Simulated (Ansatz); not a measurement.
**CH₄F₂OSi: geometry and vibrations**

What shape does CH₄F₂OSi take? The plan is to relax it, check the end point by its vibrations and derive ideal-gas thermochemistry, and look at its orbitals and charge.

Method: RKS PBE0-D4/def2-TZVP; program: Ansatz 0.2.0, Gaussian basis.

Plan: relaxation at PBE-D4/def2-SVP; relaxation at PBE0-D4/def2-TZVP; harmonic vibrations at the same level; a single point in def2-TZVPP for the fields.

### Step 1. The system as given

SMILES `FC(F)O[SiH3]`, 9 atoms, charge 0, spin multiplicity 1.

Atoms are counted from 1 here; the program's logs count them from 0.

Bond lengths: F1–C2 1.423 Å, C2–F3 1.360 Å, C2–O4 1.335 Å, C2–H6 1.104 Å, O4–Si5 1.702 Å, Si5–H7 1.454 Å, Si5–H8 1.491 Å, Si5–H9 1.547 Å. Angles: F1–C2–F3 107.8°, F1–C2–O4 106.4°, F1–C2–H6 108.5°, F3–C2–O4 107.6°, F3–C2–H6 110.1°, O4–C2–H6 116.1°, C2–O4–Si5 116.9°, O4–Si5–H7 111.4°, O4–Si5–H8 108.7°, O4–Si5–H9 107.0°, H7–Si5–H8 112.4°, H7–Si5–H9 108.7°, H8–Si5–H9 108.5°.

The start is a force-field geometry with small random shifts, so a cheaper pass at PBE-D4/def2-SVP comes first.

### Step 2. Optimising with PBE-D4/def2-SVP (cheap first pass)

Input file in.yaml:

```yaml
crystal:
  periodic: [false, false, false]
  atoms:
    - {symbol: F, position_ang: [2.277900, -1.206800, 0.115800]}
    - {symbol: C, position_ang: [1.254100, -0.219700, 0.152200]}
    - {symbol: F, position_ang: [1.552000, 0.724000, -0.781200]}
    - {symbol: O, position_ang: [0.129900, -0.827100, -0.233200]}
    - {symbol: Si, position_ang: [-1.303800, 0.087900, -0.160200]}
    - {symbol: H, position_ang: [1.240000, 0.233900, 1.158300]}
    - {symbol: H, position_ang: [-2.480300, -0.758200, -0.283200]}
    - {symbol: H, position_ang: [-1.249900, 1.143900, -1.210900]}
    - {symbol: H, position_ang: [-1.331400, 0.775800, 1.225300]}
basis:
  gaussian: {orbitals: def2-SVP}
hamiltonian: {xc: pbe, dispersion: d4}
relax: {f_tol: 0.03, max_steps: 200}
```

On the command line:

```sh
$ ansatz run in.yaml --threads 4 --pin off --events-out ev --progress --plain --max-ram 10444MiB
```

Standard output, shortened:

```text
Functional definition: PBE
  name "PBE"
  cite "Perdew, Burke & Ernzerhof, Phys. Rev. Lett. 77, 3865 (1996) doi:10.1103/PhysRevLett.77.3865"
  parent pbe
[...]
1025 factors; their error is unknown
[...]
mean field -16439.22597052 eV, -604.1304115091 hartree, gradient 1.7e-5 eV, S^2 0.000000; 0 other end points of the search recorded, 0 dependent functions left out
[...]
reference -16439.22599891 eV, -604.1304125522 hartree; 25, 25 occupied and 69, 69 virtual orbitals, 1025 factors
relax step   1: F+E_penalty+E_count = -16439.37835460 eV  Δ(F+E_penalty+E_count) = +0.000e0 eV  max|allowed force component| = 1.862e0 eV/Å  Δτ_max = 0.0000 Å  (26 SCF iters, accepted)
[...]
relax step   7: F+E_penalty+E_count = -16439.59701673 eV  Δ(F+E_penalty+E_count) = -2.190e-3 eV  max|allowed force component| = 8.727e-2 eV/Å  Δτ_max = 0.0542 Å  (27 SCF iters, accepted)
[...]
relax step  13: F+E_penalty+E_count = -16439.60771848 eV  Δ(F+E_penalty+E_count) = -8.306e-4 eV  max|allowed force component| = 1.828e-1 eV/Å  Δτ_max = 0.0894 Å  (28 SCF iters, accepted)
[...]
relax step  19: F+E_penalty+E_count = -16439.64538667 eV  Δ(F+E_penalty+E_count) = -7.336e-3 eV  max|allowed force component| = 3.500e-1 eV/Å  Δτ_max = 0.1463 Å  (35 SCF iters, accepted)
[...]
relax step  24: F+E_penalty+E_count = -16439.66697470 eV  Δ(F+E_penalty+E_count) = +1.726e-3 eV  max|allowed force component| = 2.118e-1 eV/Å  Δτ_max = 0.0981 Å  (28 SCF iters, rejected (line search))
[...]
relax step  25: F+E_penalty+E_count = -16439.66960303 eV  Δ(F+E_penalty+E_count) = -9.022e-4 eV  max|allowed force component| = 1.290e-2 eV/Å  Δτ_max = 0.0304 Å  (28 SCF iters, accepted)
1025 factors; their error is unknown
[...]
mean field -16439.51514507 eV, -604.1410384777 hartree, gradient 1.4e-5 eV, S^2 0.000000; 1 other end points of the search recorded, 0 dependent functions left out
[...]
reference -16439.51517439 eV, -604.1410395553 hartree; 25, 25 occupied and 69, 69 virtual orbitals, 1025 factors
Total energy: -16439.66963235 eV, -604.1467157807 hartree
Atom 0 at     1.750396    -0.761785    -0.885265 Å, force    -0.003140    -0.003143     0.000105 eV/Å
Atom 1 at     1.314133    -0.278119     0.314817 Å, force    -0.006837     0.012895    -0.004430 eV/Å
Atom 2 at     1.448248     1.089391     0.252563 Å, force    -0.000108    -0.001419     0.004262 eV/Å
Atom 3 at     0.023969    -0.622362     0.541625 Å, force    -0.003172    -0.000237    -0.000964 eV/Å
Atom 4 at    -1.314715     0.157292    -0.198668 Å, force     0.004894    -0.003064    -0.000343 eV/Å
Atom 5 at     1.970862    -0.668939     1.123318 Å, force     0.006899    -0.004767     0.001127 eV/Å
Atom 6 at    -2.423404    -0.838630    -0.075081 Å, force    -0.001103    -0.001326     0.000557 eV/Å
Atom 7 at    -1.023408     0.464649    -1.637493 Å, force     0.002386    -0.001381    -0.000664 eV/Å
Atom 8 at    -1.657580     1.412202     0.547083 Å, force     0.000182     0.002441     0.000350 eV/Å
Dipole moment:    -0.165616    -0.008407     0.109302 e Å
```

Run time: 59 s. Hardware: 4 threads of Intel Xeon at 2.50GHz, shared host.

Relaxation path: (the energy doesn't fall at every step)

| step | energy from step 1 (eV) | largest force component (eV/Å) |
| --- | --- | --- |
| 1 | 0.0000 | 1.8623 |
| 2 | -0.1570 | 1.2515 |
| 3 | -0.2053 | 0.1949 |
| 4 | -0.2127 | 0.2064 |
| 5 | -0.2155 | 0.0773 |
| 6 | -0.2165 | 0.1097 |
| 7 | -0.2187 | 0.0873 |
| 8 | -0.2158 | 0.3804 |
| 9 | -0.2207 | 0.0953 |
| 10 | -0.2231 | 0.1599 |
| 11 | -0.2254 | 0.1051 |
| 12 | -0.2285 | 0.1064 |
| 13 | -0.2294 | 0.1828 |
| 14 | -0.2312 | 0.1038 |
| 15 | -0.2414 | 0.1542 |
| 16 | -0.2098 | 0.8064 |
| 17 | -0.2437 | 0.4278 |
| 18 | -0.2597 | 0.1108 |
| 19 | -0.2670 | 0.3500 |
| 20 | -0.2817 | 0.1935 |
| 21 | -0.2874 | 0.1164 |
| 22 | -0.2865 | 0.2159 |
| 23 | -0.2903 | 0.0572 |
| 24 | -0.2886 | 0.2118 |
| 25 | -0.2912 | 0.0129 |

Close pairs (by a distance rule), those that changed most:

| bond | before (Å) | after (Å) | change (Å) |
| --- | --- | --- | --- |
| F1–C2 | 1.423 | 1.365 | -0.057 |
| Si5–H9 | 1.547 | 1.499 | -0.048 |
| Si5–H7 | 1.454 | 1.495 | +0.041 |
| C2–O4 | 1.335 | 1.354 | +0.020 |
| C2–F3 | 1.360 | 1.375 | +0.015 |
| O4–Si5 | 1.702 | 1.717 | +0.015 |
| Si5–H8 | 1.491 | 1.500 | +0.009 |
| C2–H6 | 1.104 | 1.113 | +0.009 |

### Step 3. Optimising with PBE0-D4/def2-TZVP

Input file in.yaml:

```yaml
crystal:
  periodic: [false, false, false]
  atoms:
    - {symbol: F, position_ang: [1.750396, -0.761785, -0.885265]}
    - {symbol: C, position_ang: [1.314133, -0.278119, 0.314817]}
    - {symbol: F, position_ang: [1.448248, 1.089391, 0.252563]}
    - {symbol: O, position_ang: [0.023969, -0.622362, 0.541625]}
    - {symbol: Si, position_ang: [-1.314715, 0.157292, -0.198668]}
    - {symbol: H, position_ang: [1.970862, -0.668939, 1.123318]}
    - {symbol: H, position_ang: [-2.423404, -0.838630, -0.075081]}
    - {symbol: H, position_ang: [-1.023408, 0.464649, -1.637493]}
    - {symbol: H, position_ang: [-1.657580, 1.412202, 0.547083]}
basis:
  gaussian: {orbitals: def2-TZVP}
hamiltonian: {xc: pbe0, dispersion: d4}
relax: {f_tol: 0.005, max_steps: 150}
```

Launched as before.

Standard output, shortened:

```text
Functional definition: PBE0
  name "PBE0"
  cite "Adamo & Barone, J. Chem. Phys. 110, 6158 (1999) doi:10.1063/1.478522"
  cite "Perdew, Burke & Ernzerhof, Phys. Rev. Lett. 77, 3865 (1996) doi:10.1103/PhysRevLett.77.3865"
  parent pbe
[...]
1087 factors; their error is unknown
[...]
mean field -16453.57785302 eV, -604.6578334630 hartree, gradient 5.9e-5 eV, S^2 0.000000; 0 other end points of the search recorded, 0 dependent functions left out
[...]
reference -16453.57788158 eV, -604.6578345124 hartree; 25, 25 occupied and 160, 160 virtual orbitals, 1087 factors
relax step   1: F+E_penalty+E_count = -16453.70690985 eV  Δ(F+E_penalty+E_count) = +0.000e0 eV  max|allowed force component| = 6.532e-1 eV/Å  Δτ_max = 0.0000 Å  (27 SCF iters, accepted)
[...]
Total energy: -16453.76004862 eV, -604.6645290276 hartree
Atom 0 at     1.740412    -0.658367    -0.897628 Å, force    -0.000103    -0.000278     0.000211 eV/Å
Atom 1 at     1.302109    -0.267147     0.321841 Å, force     0.001131     0.001462    -0.000439 eV/Å
Atom 2 at     1.465756     1.081145     0.365214 Å, force    -0.000214    -0.001106     0.000270 eV/Å
Atom 3 at     0.016039    -0.602224     0.500500 Å, force    -0.000956     0.000610     0.000261 eV/Å
Atom 4 at    -1.305595     0.142513    -0.210648 Å, force    -0.000579     0.000192     0.000224 eV/Å
Atom 5 at     1.935469    -0.723153     1.085701 Å, force    -0.000130    -0.000218    -0.000363 eV/Å
Atom 6 at    -2.409973    -0.818201    -0.005011 Å, force     0.000345    -0.000490    -0.000395 eV/Å
Atom 7 at    -1.061130     0.376377    -1.652717 Å, force     0.000138    -0.000333     0.000085 eV/Å
Atom 8 at    -1.594586     1.422755     0.475646 Å, force     0.000368     0.000160     0.000147 eV/Å
Dipole moment:    -0.165327    -0.062478     0.142558 e Å
```

Run time: 72 s. Hardware: 4 threads of Intel Xeon at 2.50GHz, shared host.

Relaxation path:

| step | energy from step 1 (eV) | largest force component (eV/Å) |
| --- | --- | --- |
| 1 | 0.0000 | 0.6532 |
| 2 | -0.0412 | 0.3719 |
| 3 | -0.0508 | 0.0850 |
| 4 | -0.0520 | 0.1512 |
| 5 | -0.0528 | 0.0247 |
| 6 | -0.0528 | 0.0264 |
| 7 | -0.0530 | 0.0044 |
| 8 | -0.0531 | 0.0082 |
| 9 | -0.0531 | 0.0099 |
| 10 | -0.0531 | 0.0055 |
| 11 | -0.0531 | 0.0015 |

The force was under the threshold of 0.005 eV/Å already at step 7, but the program went on to step 11.

Distances of close pairs at the start and the end, largest changes first:

| bond | before (Å) | after (Å) | change (Å) |
| --- | --- | --- | --- |
| O4–Si5 | 1.717 | 1.675 | -0.042 |
| C2–H6 | 1.113 | 1.092 | -0.020 |
| Si5–H8 | 1.500 | 1.481 | -0.019 |
| Si5–H9 | 1.499 | 1.481 | -0.018 |
| Si5–H7 | 1.495 | 1.478 | -0.017 |
| C2–F3 | 1.375 | 1.359 | -0.017 |
| C2–O4 | 1.354 | 1.341 | -0.013 |
| F1–C2 | 1.365 | 1.354 | -0.012 |

Mulliken charges of the relaxed molecule (report file):

| atom | value (e) |
| --- | --- |
| F1 | -0.19 |
| C2 | 0.38 |
| F3 | -0.20 |
| O4 | -0.33 |
| Si5 | 0.29 |
| H6 | 0.09 |
| H7 | -0.02 |
| H8 | -0.01 |
| H9 | -0.02 |

### Step 4. Force constants and modes

Input file in.yaml:

```yaml
crystal:
  periodic: [false, false, false]
  atoms:
    - {symbol: F, position_ang: [1.740412, -0.658367, -0.897628]}
    - {symbol: C, position_ang: [1.302109, -0.267147, 0.321841]}
    - {symbol: F, position_ang: [1.465756, 1.081145, 0.365214]}
    - {symbol: O, position_ang: [0.016039, -0.602224, 0.500500]}
    - {symbol: Si, position_ang: [-1.305595, 0.142513, -0.210648]}
    - {symbol: H, position_ang: [1.935469, -0.723153, 1.085701]}
    - {symbol: H, position_ang: [-2.409973, -0.818201, -0.005011]}
    - {symbol: H, position_ang: [-1.061130, 0.376377, -1.652717]}
    - {symbol: H, position_ang: [-1.594586, 1.422755, 0.475646]}
basis:
  gaussian: {orbitals: def2-TZVP}
hamiltonian: {xc: pbe0, dispersion: d4}
phonons: {temperatures: {t_min: 298.15, t_max: 900, t_step: 200}}
```

Same command.

Standard output, shortened:

```text
Functional definition: PBE0
  name "PBE0"
  cite "Adamo & Barone, J. Chem. Phys. 110, 6158 (1999) doi:10.1063/1.478522"
  cite "Perdew, Burke & Ernzerhof, Phys. Rev. Lett. 77, 3865 (1996) doi:10.1103/PhysRevLett.77.3865"
  parent pbe
[...]
1087 factors; their error is unknown
[...]
mean field -16453.63070229 eV, -604.6597756375 hartree, gradient 6.9e-5 eV, S^2 0.000000; 0 other end points of the search recorded, 0 dependent functions left out
[...]
reference -16453.63073052 eV, -604.6597766753 hartree; 25, 25 occupied and 160, 160 virtual orbitals, 1087 factors
[...]
1087 factors; their error is unknown
mean field -16453.63068628 eV, -604.6597750495 hartree, gradient 1.7e-6 eV, S^2 0.000000; 0 other end points of the search recorded, 0 dependent functions left out
[...]
reference -16453.63071453 eV, -604.6597760874 hartree; 25, 25 occupied and 160, 160 virtual orbitals, 1087 factors
[...]
Atom 1 at     1.302109    -0.267147     0.321841 Å, force     0.000990     0.001532    -0.000319 eV/Å
Atom 2 at     1.465756     1.081145     0.365214 Å, force    -0.000154    -0.001161     0.000224 eV/Å
Atom 3 at     0.016039    -0.602224     0.500500 Å, force    -0.000859     0.000612     0.000190 eV/Å
Atom 4 at    -1.305595     0.142513    -0.210648 Å, force    -0.000590     0.000152     0.000219 eV/Å
Atom 5 at     1.935469    -0.723153     1.085701 Å, force    -0.000127    -0.000234    -0.000359 eV/Å
Atom 6 at    -2.409973    -0.818201    -0.005011 Å, force     0.000343    -0.000483    -0.000387 eV/Å
Atom 7 at    -1.061130     0.376377    -1.652717 Å, force     0.000099    -0.000319     0.000073 eV/Å
Atom 8 at    -1.594586     1.422755     0.475646 Å, force     0.000389     0.000156     0.000149 eV/Å
Dipole moment:    -0.165324    -0.062478     0.142556 e Å
Vibrations: 52.01 93.65 155.84 495.64 513.71 657.43 715.36 743.60 806.36 945.87 957.22 957.83 1086.72 1113.84 1268.39 1372.43 1405.42 2253.61 2260.31 2274.70 3126.51 cm⁻¹, zero-point energy 1.441716 eV
```

Run time: 3.5 min. Hardware: 4 threads of Intel Xeon at 2.50GHz, shared host.

Motions are named by where the mode's potential energy lies. Wavenumbers, unscaled:

| mode | cm⁻¹ | motion |
| --- | --- | --- |
| 1 | 52 | torsion |
| 2 | 94 | torsion |
| 3 | 156 | bend |
| 4 | 496 | bend |
| 5 | 514 | bend |
| 6 | 657 | bend |
| 7 | 715 | bend |
| 8 | 744 | Si–O stretch with bend |
| 9 | 806 | bend |
| 10 | 946 | bend |
| 11 | 957 | bend |
| 12 | 958 | bend |
| 13 | 1087 | C–F stretch |
| 14 | 1114 | C–F stretch |
| 15 | 1268 | C–O stretch |
| 16 | 1372 | bend |
| 17 | 1405 | bend |
| 18 | 2254 | Si–H stretch |
| 19 | 2260 | Si–H stretch |
| 20 | 2275 | Si–H stretch |
| 21 | 3127 | C–H stretch |

Ideal gas, rigid rotor and harmonic oscillator at 298.15 K and 1 bar, with symmetry number 1:

| term | value |
| --- | --- |
| zero-point energy | 139.1 kJ/mol |
| H(298) − E | 157.6 kJ/mol |
| entropy, translation | 166.1 J/(mol K) |
| entropy, rotation | 110.2 J/(mol K) |
| entropy, vibration | 58.0 J/(mol K) |
| entropy, total | 334.2 J/(mol K) |

### Step 5. Orbitals, density and potential

in.yaml: that of step 4 with these lines changed.

```diff
@@ -13,4 +13,4 @@
 basis:
-  gaussian: {orbitals: def2-TZVP}
+  gaussian: {orbitals: def2-TZVPP}
 hamiltonian: {xc: pbe0, dispersion: d4}
-phonons: {temperatures: {t_min: 298.15, t_max: 900, t_step: 200}}
+output: {orbitals: {seedname: orbitals}}
```

Same command.

Standard output:

```text
Functional definition: PBE0
  name "PBE0"
  cite "Adamo & Barone, J. Chem. Phys. 110, 6158 (1999) doi:10.1063/1.478522"
  cite "Perdew, Burke & Ernzerhof, Phys. Rev. Lett. 77, 3865 (1996) doi:10.1103/PhysRevLett.77.3865"
  parent pbe
  parameter a = 0.25
  parameter kappa = 0.804
  parameter beta = 0.06672455060314922
  exchange = (1 - a)*pbe_x(kappa = kappa, mu = beta*pi^2/3) + a*exact_x
  correlation = pbe_c(beta = beta)
1170 factors; their error is unknown
mean field evaluation 1: about -16450.2183 eV, gradient 4.9e1 eV
mean field evaluation 2: about -16446.5326 eV, gradient 6.8e1 eV
mean field evaluation 4: about -16453.5993 eV, gradient 3.5e0 eV
mean field evaluation 8: about -16453.6139 eV, gradient 2.2e-2 eV
mean field evaluation 16: about -16453.6541 eV, gradient 2.2e-5 eV
mean field -16453.65410348 eV, -604.6606356156 hartree, gradient 2.2e-5 eV, S^2 0.000000; 0 other end points of the search recorded, 0 dependent functions left out
reference -16453.65413145 eV, -604.6606366435 hartree; 25, 25 occupied and 197, 197 virtual orbitals, 1170 factors
Total energy: -16453.78344973 eV, -604.6653890025 hartree
```

Wall time 4.9 s (4 threads of Intel Xeon at 2.50GHz, shared host); peak memory 0.48 GiB.

Orbitals, density, ELF and potential are computed afterwards from the orbital file.

Frontier orbitals at PBE0-D4/def2-TZVPP, with the share of their density that lies nearest to each atom:

| orbital | energy (eV) | lies on |
| --- | --- | --- |
| HOMO-1 | -9.74 | H7 33 %; O4 22 %; H8 22 % |
| HOMO | -9.37 | O4 34 %; H9 30 %; H8 20 % |
| LUMO | 0.13 | H7, H8, H9 about 21 % each; Si5 20 %; O4 12 % |

ELF in a plane through or near 3 of the atoms.

Ten even steps from '0' (0.00) to '9' (1.00):
```
0000000000000000000000000000
0000000000000000000000000000
0000000000000000011100000000
0000000000000000689963000000
0000000012220001999998200000
0000000023431002999999500000
0000000035651002999999510000
0000000024530001899997200000
0000001234431243214652000000
0000014673336675374133100000
0000003453547786474277530000
0000000134335675002688751000
0000000245311342125788740000
0000001355410010013455420000
0000001234210000000111000000
0000000112100000000000000000
0000000000000000000000000000
0000000000000000000000000000
0000000000000000000000000000
0000000000000000000000000000
```
The map spans 9.7 Å across and 8.0 Å up, centred on the molecule. Atoms in the plane (x, y in Å): C2 (-1.4, 0.0), Si5 (1.3, 0.0), H9 (1.7, 1.4).

On the surface of density 0.002 e/bohr³ the electrostatic potential runs, from the 1st to the 99th percentile, from -0.65 V near F1 to 1.45 V near H9.

### Step 6. What came out

| quantity | value |
| --- | --- |
| point group | C1 |
| steps | 25 + 11 |
| shift from the start (rms) | 0.885 Å |
| total energy | -16453.7600 eV |
| dispersion term | -129 meV |
| dipole moment | 1.09 D |
| lowest, highest wavenumber | 52, 3127 cm⁻¹ |
| zero-point energy | 139.1 kJ/mol |
| entropy at 298.15 K | 334.2 J/(mol K) |
| HOMO, LUMO | -9.37, 0.13 eV |

What this shows: The relaxed geometry lies 0.89 Å (rms) from the start; the bond that changed most is F1–C2, from 1.423 to 1.354 Å. All wavenumbers are real, so the end point is a minimum. The stiffest mode, 3127 cm⁻¹, is a C–H stretch, and 3 modes under 200 cm⁻¹ make the vibrational entropy uncertain. Harmonic hybrid wavenumbers usually lie a few per cent above measured fundamentals. The largest Mulliken charge, +0.38 e, sits on C2. The HOMO lies mostly on O4 34 %; H9 30 % and the LUMO on H7, H8, H9 about 21 % each; Si5 20 %.
